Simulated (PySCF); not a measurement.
# A gas-phase reaction: AlCl2H2N + H2 → AlCl2H + H3N

What reaction energy should one expect for `[NH2][Al]([Cl])[Cl]` + `[H][H]` → `[Cl][AlH][Cl]` + `N`?

Programs: PySCF 2.14.0. All values are calculated, for the isolated system unless a continuum is named. Atoms count from 0, parts from 1.

## Step 1: Starting point

Each species was relaxed by itself at PBE0-D3(BJ)/def2-SVPD.

## Step 2: Reaction energy: wB97M-D3(BJ)/def2-TZVPD

Job settings and geometry (Å):

```
{"job": {"kind": "react", "xc": "wB97M-D3(BJ)", "basis": "def2-TZVPD"}, "charge": 0, "multiplicity": 1}
-1 AlCl2H2N charge 0 multiplicity 1
N     -0.362240     0.449170     0.865270
Al     0.258970    -0.306060    -0.594610
Cl     0.557780     0.825980    -2.336640
Cl     0.710430    -2.354870    -0.613380
H     -0.534160    -0.041740     1.732620
H     -0.608380     1.427180     0.942330

-1 H2 charge 0 multiplicity 1
H      0.380280    -0.003210     0.002280
H     -0.380280     0.003210    -0.002280

+1 AlCl2H charge 0 multiplicity 1
Cl     1.874540    -0.485670     0.686100
Al    -0.016240    -0.058740    -0.128930
Cl    -1.312300     1.150800     1.001520
H     -0.443890    -0.621310    -1.523190

+1 H3N charge 0 multiplicity 1
N      0.006680    -0.000700     0.284430
H     -0.591780    -0.732600    -0.087120
H     -0.336130     0.881550    -0.084340
H      0.933820    -0.146870    -0.104050
```

With the program's defaults for keys left out, this is: wB97M-D3(BJ)/def2-TZVPD reaction energy of separated species, gas phase.

Launch:

```
> OMP_NUM_THREADS=1 python cluster_run.py task.json out
```

One launch serves the whole session: the jobs run in the order shown.

What it wrote:

```text
species 1 (AlCl2H2N)
coarse grid: 29048 points
cycle   1  E = -1219.1296916296  dE =  1.978e-01  |g| = 4.665e-01  |ddm| = 2.011e+00
cycle   2  E = -1219.1559248353  dE = -2.623e-02  |g| = 4.155e-01  |ddm| = 7.716e-01
cycle   3  E = -1219.1897845450  dE = -3.386e-02  |g| = 4.239e-02  |ddm| = 3.290e-01
cycle   4  E = -1219.1903070996  dE = -5.226e-04  |g| = 2.633e-02  |ddm| = 5.993e-02
cycle   5  E = -1219.1904725832  dE = -1.655e-04  |g| = 4.402e-03  |ddm| = 2.043e-02
cycle   6  E = -1219.1904865762  dE = -1.399e-05  |g| = 9.407e-04  |ddm| = 1.016e-02
cycle   7  E = -1219.1904872261  dE = -6.499e-07  |g| = 3.901e-04  |ddm| = 1.868e-03
final grid: 57120 points
cycle   8  E = -1219.1903720508  dE = -1.081e-07  |g| = 2.403e-04  |ddm| = 2.793e-03
cycle   9  E = -1219.1903720637  dE = -1.290e-08  |g| = 1.728e-04  |ddm| = 5.324e-04
cycle  10  E = -1219.1903720703  dE = -6.637e-09  |g| = 2.895e-05  |ddm| = 1.545e-04
cycle  11  E = -1219.1903720709  dE = -5.823e-10  |g| = 2.030e-05  |ddm| = 6.164e-05
converged SCF energy = -1219.1903720709

species 2 (H2)
coarse grid: 4944 points
cycle   1  E = -1.1694185513  dE = -2.751e-01  |g| = 9.866e-03  |ddm| = 4.504e-01
cycle   2  E = -1.1694527968  dE = -3.425e-05  |g| = 1.161e-03  |ddm| = 9.676e-03
cycle   3  E = -1.1694534790  dE = -6.822e-07  |g| = 1.815e-04  |ddm| = 1.918e-03
final grid: 10744 points
cycle   4  E = -1.1694520527  dE = -2.408e-08  |g| = 4.115e-05  |ddm| = 3.871e-04
cycle   5  E = -1.1694520540  dE = -1.271e-09  |g| = 9.632e-06  |ddm| = 9.178e-05
cycle   6  E = -1.1694520541  dE = -7.533e-11  |g| = 3.020e-07  |ddm| = 2.873e-05
converged SCF energy = -1.1694520541

species 3 (AlCl2H)
coarse grid: 21456 points
cycle   1  E = -1163.6972558871  dE =  4.663e-02  |g| = 3.560e-01  |ddm| = 1.562e+00
cycle   2  E = -1163.7232555601  dE = -2.600e-02  |g| = 2.887e-01  |ddm| = 6.243e-01
cycle   3  E = -1163.7419188125  dE = -1.866e-02  |g| = 2.156e-02  |ddm| = 2.637e-01
cycle   4  E = -1163.7421244110  dE = -2.056e-04  |g| = 5.792e-03  |ddm| = 4.223e-02
cycle   5  E = -1163.7421529134  dE = -2.850e-05  |g| = 1.175e-03  |ddm| = 1.679e-02
cycle   6  E = -1163.7421537408  dE = -8.274e-07  |g| = 4.288e-04  |ddm| = 1.779e-03
final grid: 40760 points
cycle   7  E = -1163.7421006427  dE = -1.035e-07  |g| = 2.408e-04  |ddm| = 1.096e-03
cycle   8  E = -1163.7421006576  dE = -1.493e-08  |g| = 1.470e-04  |ddm| = 2.604e-04
cycle   9  E = -1163.7421006631  dE = -5.545e-09  |g| = 2.304e-05  |ddm| = 1.108e-04
cycle  10  E = -1163.7421006637  dE = -5.193e-10  |g| = 1.161e-05  |ddm| = 4.348e-05
converged SCF energy = -1163.7421006637

species 4 (H3N)
coarse grid: 12536 points
cycle   1  E = -56.5694011501  dE = -1.294e-01  |g| = 3.023e-01  |ddm| = 1.089e+00
cycle   2  E = -56.5779553454  dE = -8.554e-03  |g| = 2.716e-01  |ddm| = 2.676e-01
cycle   3  E = -56.5918771129  dE = -1.392e-02  |g| = 2.124e-02  |ddm| = 1.115e-01
cycle   4  E = -56.5919827194  dE = -1.056e-04  |g| = 5.194e-03  |ddm| = 1.728e-02
cycle   5  E = -56.5919938562  dE = -1.114e-05  |g| = 7.322e-04  |ddm| = 8.717e-03
cycle   6  E = -56.5919942713  dE = -4.151e-07  |g| = 1.111e-04  |ddm| = 3.176e-03
final grid: 27112 points
cycle   7  E = -56.5919839123  dE = -1.602e-08  |g| = 6.472e-05  |ddm| = 7.458e-04
cycle   8  E = -56.5919839144  dE = -2.067e-09  |g| = 5.253e-05  |ddm| = 2.429e-04
cycle   9  E = -56.5919839150  dE = -6.661e-10  |g| = 1.227e-05  |ddm| = 5.097e-05
converged SCF energy = -56.5919839150

Reaction energy = 16.822 kcal/mol
```

It took 18 s on 1 thread of Arm Neoverse V2, shared host; peak memory 0.66 GiB.

Species by species (with the dispersion term, which the log's SCF energies lack):

```
 ν              species  energy (Eh)  HOMO (eV)
-1  [NH2][Al]([Cl])[Cl]  -1219.19595     -10.54
-1               [H][H]     -1.16967     -14.48
+1        [Cl][AlH][Cl]  -1163.74523     -11.67
+1                    N    -56.59358     -10.26
```

## Step 3: Energies of the species: PBE0-D3(BJ)/def2-TZVPD

Settings changed since step 2:

```diff
@@ -1,2 +1,2 @@
-{"job": {"kind": "react", "xc": "wB97M-D3(BJ)", "basis": "def2-TZVPD"}, "charge": 0, "multiplicity": 1}
+{"job": {"kind": "react", "xc": "PBE0", "basis": "def2-TZVPD", "disp": "d3bj"}, "charge": 0, "multiplicity": 1}
 -1 AlCl2H2N charge 0 multiplicity 1
```

With the program's defaults for keys left out, this is: PBE0-D3(BJ)/def2-TZVPD reaction energy of separated species, gas phase.

What it wrote:

```text
species 1 (AlCl2H2N)
coarse grid: 7176 points
cycle   1  E = -1218.4920456777  dE =  2.067e-01  |g| = 5.291e-01  |ddm| = 2.130e+00
cycle   2  E = -1218.4373144039  dE =  5.473e-02  |g| = 7.384e-01  |ddm| = 9.844e-01
cycle   3  E = -1218.5555085016  dE = -1.182e-01  |g| = 8.124e-02  |ddm| = 5.455e-01
cycle   4  E = -1218.5569864164  dE = -1.478e-03  |g| = 3.283e-02  |ddm| = 8.921e-02
cycle   5  E = -1218.5571774881  dE = -1.911e-04  |g| = 5.560e-03  |ddm| = 2.482e-02
cycle   6  E = -1218.5571849820  dE = -7.494e-06  |g| = 2.200e-03  |ddm| = 6.774e-03
final grid: 57120 points
cycle   7  E = -1218.5549089285  dE = -2.064e-05  |g| = 6.221e-03  |ddm| = 2.257e-02
cycle   8  E = -1218.5549034740  dE =  5.454e-06  |g| = 7.765e-03  |ddm| = 9.654e-03
cycle   9  E = -1218.5549159587  dE = -1.248e-05  |g| = 8.643e-04  |ddm| = 5.764e-03
cycle  10  E = -1218.5549160993  dE = -1.407e-07  |g| = 2.061e-04  |ddm| = 6.557e-04
cycle  11  E = -1218.5549161096  dE = -1.029e-08  |g| = 4.828e-05  |ddm| = 1.982e-04
cycle  12  E = -1218.5549161103  dE = -6.112e-10  |g| = 9.317e-06  |ddm| = 4.195e-05
converged SCF energy = -1218.5549161103

species 2 (H2)
coarse grid: 1240 points
cycle   1  E = -1.1670608948  dE = -2.327e-01  |g| = 2.266e-02  |ddm| = 4.588e-01
cycle   2  E = -1.1672483342  dE = -1.874e-04  |g| = 3.233e-03  |ddm| = 1.896e-02
cycle   3  E = -1.1672527901  dE = -4.456e-06  |g| = 9.769e-05  |ddm| = 2.761e-03
final grid: 10744 points
cycle   4  E = -1.1681371655  dE = -1.932e-06  |g| = 2.743e-04  |ddm| = 1.574e-03
cycle   5  E = -1.1681371938  dE = -2.830e-08  |g| = 3.990e-05  |ddm| = 2.446e-04
cycle   6  E = -1.1681371944  dE = -6.323e-10  |g| = 1.266e-06  |ddm| = 3.107e-05
converged SCF energy = -1.1681371944

species 3 (AlCl2H)
coarse grid: 5496 points
cycle   1  E = -1163.1503900407  dE =  6.465e-02  |g| = 3.291e-01  |ddm| = 1.667e+00
cycle   2  E = -1163.1422887485  dE =  8.101e-03  |g| = 3.984e-01  |ddm| = 7.331e-01
cycle   3  E = -1163.1823432910  dE = -4.005e-02  |g| = 3.353e-02  |ddm| = 3.852e-01
cycle   4  E = -1163.1825224365  dE = -1.791e-04  |g| = 1.268e-02  |ddm| = 2.638e-02
cycle   5  E = -1163.1825648083  dE = -4.237e-05  |g| = 2.041e-03  |ddm| = 1.126e-02
cycle   6  E = -1163.1825657827  dE = -9.744e-07  |g| = 5.276e-04  |ddm| = 1.777e-03
final grid: 40760 points
cycle   7  E = -1163.1832649109  dE = -1.152e-05  |g| = 3.714e-03  |ddm| = 1.182e-02
cycle   8  E = -1163.1832649136  dE = -2.677e-09  |g| = 3.192e-03  |ddm| = 5.079e-03
cycle   9  E = -1163.1832667448  dE = -1.831e-06  |g| = 4.023e-04  |ddm| = 2.867e-03
cycle  10  E = -1163.1832667915  dE = -4.672e-08  |g| = 6.595e-05  |ddm| = 3.819e-04
cycle  11  E = -1163.1832667926  dE = -1.084e-09  |g| = 1.089e-05  |ddm| = 5.572e-05
cycle  12  E = -1163.1832667926  dE = -2.660e-11  |g| = 3.155e-06  |ddm| = 9.510e-06
converged SCF energy = -1163.1832667926

species 4 (H3N)
coarse grid: 2928 points
cycle   1  E = -56.4893892529  dE = -9.635e-02  |g| = 3.707e-01  |ddm| = 1.101e+00
cycle   2  E = -56.4629667232  dE =  2.642e-02  |g| = 5.179e-01  |ddm| = 4.430e-01
cycle   3  E = -56.5200664209  dE = -5.710e-02  |g| = 1.576e-02  |ddm| = 2.486e-01
cycle   4  E = -56.5201149586  dE = -4.854e-05  |g| = 3.353e-03  |ddm| = 8.641e-03
cycle   5  E = -56.5201171290  dE = -2.170e-06  |g| = 3.222e-04  |ddm| = 2.234e-03
final grid: 27112 points
cycle   6  E = -56.5150236539  dE = -1.155e-05  |g| = 5.620e-03  |ddm| = 1.602e-02
cycle   7  E = -56.5150181802  dE =  5.474e-06  |g| = 7.692e-03  |ddm| = 5.929e-03
cycle   8  E = -56.5150299646  dE = -1.178e-05  |g| = 1.384e-04  |ddm| = 3.471e-03
cycle   9  E = -56.5150299688  dE = -4.233e-09  |g| = 3.213e-05  |ddm| = 9.626e-05
cycle  10  E = -56.5150299691  dE = -2.877e-10  |g| = 3.562e-06  |ddm| = 2.627e-05
converged SCF energy = -56.5150299691

Reaction energy = 16.277 kcal/mol
```

Run time: 9.1 s. Hardware: 1 thread of Arm Neoverse V2, shared host; peak memory 0.59 GiB.

Reaction energy at this level: 16.28 kcal/mol.

## Step 4: Energies of the species: MP2/def2-TZVPD

Settings changed since step 3:

```diff
@@ -1,2 +1,2 @@
-{"job": {"kind": "react", "xc": "PBE0", "basis": "def2-TZVPD", "disp": "d3bj"}, "charge": 0, "multiplicity": 1}
+{"job": {"kind": "react", "xc": "MP2", "basis": "def2-TZVPD"}, "charge": 0, "multiplicity": 1}
 -1 AlCl2H2N charge 0 multiplicity 1
```

Method: MP2/def2-TZVPD reaction energy of separated species, gas phase.

What it wrote:

```text
species 1 (AlCl2H2N)
final grid: 57120 points
cycle   1  E = -1216.7418000148  dE =  1.836e-01  |g| = 3.845e-01  |ddm| = 1.970e+00
cycle   2  E = -1216.7830867820  dE = -4.129e-02  |g| = 1.685e-01  |ddm| = 5.423e-01
cycle   3  E = -1216.7896190606  dE = -6.532e-03  |g| = 3.570e-02  |ddm| = 1.832e-01
cycle   4  E = -1216.7901622418  dE = -5.432e-04  |g| = 9.688e-03  |ddm| = 5.397e-02
cycle   5  E = -1216.7901996050  dE = -3.736e-05  |g| = 3.718e-03  |ddm| = 1.275e-02
cycle   6  E = -1216.7902059658  dE = -6.361e-06  |g| = 1.111e-03  |ddm| = 4.731e-03
cycle   7  E = -1216.7902067536  dE = -7.877e-07  |g| = 2.692e-04  |ddm| = 1.822e-03
cycle   8  E = -1216.7902068140  dE = -6.047e-08  |g| = 6.710e-05  |ddm| = 5.501e-04
cycle   9  E = -1216.7902068169  dE = -2.908e-09  |g| = 1.947e-05  |ddm| = 1.178e-04
cycle  10  E = -1216.7902068172  dE = -2.960e-10  |g| = 4.133e-06  |ddm| = 4.750e-05
converged SCF energy = -1216.7902068172

species 2 (H2)
final grid: 10744 points
cycle   1  E = -1.1312981437  dE = -3.213e-01  |g| = 4.426e-02  |ddm| = 4.479e-01
cycle   2  E = -1.1322329320  dE = -9.348e-04  |g| = 7.183e-03  |ddm| = 3.751e-02
cycle   3  E = -1.1322676321  dE = -3.470e-05  |g| = 8.111e-04  |ddm| = 1.078e-02
cycle   4  E = -1.1322680471  dE = -4.150e-07  |g| = 2.771e-05  |ddm| = 1.627e-03
cycle   5  E = -1.1322680476  dE = -4.855e-10  |g| = 2.610e-06  |ddm| = 6.834e-05
converged SCF energy = -1.1322680476

species 3 (AlCl2H)
final grid: 40760 points
cycle   1  E = -1161.6336885356  dE =  2.291e-02  |g| = 3.421e-01  |ddm| = 1.536e+00
cycle   2  E = -1161.6733439391  dE = -3.966e-02  |g| = 1.637e-01  |ddm| = 4.869e-01
cycle   3  E = -1161.6799167230  dE = -6.573e-03  |g| = 2.693e-02  |ddm| = 1.743e-01
cycle   4  E = -1161.6803262190  dE = -4.095e-04  |g| = 6.319e-03  |ddm| = 6.068e-02
cycle   5  E = -1161.6803506239  dE = -2.440e-05  |g| = 1.128e-03  |ddm| = 1.432e-02
cycle   6  E = -1161.6803515811  dE = -9.573e-07  |g| = 3.835e-04  |ddm| = 1.621e-03
cycle   7  E = -1161.6803516864  dE = -1.053e-07  |g| = 1.235e-04  |ddm| = 5.283e-04
cycle   8  E = -1161.6803516988  dE = -1.237e-08  |g| = 2.242e-05  |ddm| = 2.224e-04
cycle   9  E = -1161.6803516992  dE = -3.938e-10  |g| = 2.753e-06  |ddm| = 4.402e-05
converged SCF energy = -1161.6803516992

species 4 (H3N)
final grid: 27112 points
cycle   1  E = -56.2058936669  dE = -1.621e-01  |g| = 2.298e-01  |ddm| = 1.073e+00
cycle   2  E = -56.2178838278  dE = -1.199e-02  |g| = 7.796e-02  |ddm| = 1.404e-01
cycle   3  E = -56.2190890828  dE = -1.205e-03  |g| = 2.444e-02  |ddm| = 4.020e-02
cycle   4  E = -56.2192484073  dE = -1.593e-04  |g| = 5.225e-03  |ddm| = 1.749e-02
cycle   5  E = -56.2192625381  dE = -1.413e-05  |g| = 1.112e-03  |ddm| = 7.204e-03
cycle   6  E = -56.2192637576  dE = -1.219e-06  |g| = 2.934e-04  |ddm| = 3.286e-03
cycle   7  E = -56.2192638522  dE = -9.467e-08  |g| = 4.961e-05  |ddm| = 9.839e-04
cycle   8  E = -56.2192638543  dE = -2.081e-09  |g| = 4.563e-06  |ddm| = 1.082e-04
cycle   9  E = -56.2192638543  dE = -1.405e-11  |g| = 5.841e-07  |ddm| = 2.273e-05
converged SCF energy = -56.2192638543

Reaction energy = 20.565 kcal/mol
```

Run time: 4.5 s. Hardware: 1 thread of Arm Neoverse V2, shared host; peak memory 0.53 GiB.

Reaction energy at this level: 20.56 kcal/mol.

## Step 5: Comparing the runs

Energies in kcal/mol, with wall time:

```
                    run  reaction   time
wB97M-D3(BJ)/def2-TZVPD     16.82   18 s
 PBE0-D3(BJ)/def2-TZVPD     16.28  9.1 s
         MP2/def2-TZVPD     20.56  4.5 s
```

## Step 6: Results

```
                                                quantity                    value
               reaction energy (wB97M-D3(BJ)/def2-TZVPD)           16.82 kcal/mol
                     ΔH, ΔG at 298 K (xTB thermal terms)    +20.6, +18.9 kcal/mol
range of the reaction energy over the runs of this table  16.28 to 20.56 kcal/mol
```

The reaction is endothermic by 20.6 kcal/mol in the gas phase; dispersion gives +0.67, and xTB itself gave 1.26 for the electronic energy (xTB energies and thermal terms come from the earlier relaxation of each species, not shown). No barrier was sought. xTB and this level differ widely in the electronic energy, so what comes from xTB (the thermal terms above all) is less safe here. The reaction energy runs from 16.28 (PBE0-D3(BJ)/def2-TZVPD) to 20.56 kcal/mol (MP2/def2-TZVPD).
